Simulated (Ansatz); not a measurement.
Runs of Ansatz 0.2.0 on NbTe. It takes space group Pm-3m (No. 221, cubic). The conventional cell has a = 3.426 Å, b = 3.426 Å, c = 3.426 Å, α = 90.00°, β = 90.00°, γ = 90.00°. Nb (site symmetry m-3m) has 8 Te at 2.97 Å as nearest neighbours. Around Te (site symmetry m-3m) lie 8 Nb at 2.97 Å. The cell was built by a generator and needn't be a form met in nature.

```csv
task,level,cell,cutoff (eV),gap on the mesh (eV),pressure (GPa)
relaxation of cell and atoms,HSEsol,relaxed,420,none,0.0
single point,r2SCAN50,as given,500,-,-7.1
single point,r2SCANh,as given,500,none,-2.6
single point,HF,as given,420,none,(a)
single point,r2SCAN0,as given,500,none,-3.8
```

Alike in all rows: potentials or basis Ansatz PAW; no spin polarisation; k mesh 4 × 4 × 4; smearing fermi-dirac 0.05 eV; the mesh is coarse, so values aren't converged.

Task: Fill in the values left out.

Result: (a) 10.4.

Caveats: all runs use coarse meshes; the PAW data sets come from PBE, with cores solved anew for the run's functional, which leaves a small shift of forces and pressure; the thresholds are loose for stress (some runs); the plane-wave basis is chosen anew once the cell has moved, so the energies of steps on either side of that aren't comparable (some runs).

A k mesh can miss the band edges, and the runs leave out spin-orbit coupling on Nb, Te.

A gap of «none» marks a metal or a gap under the smearing width.
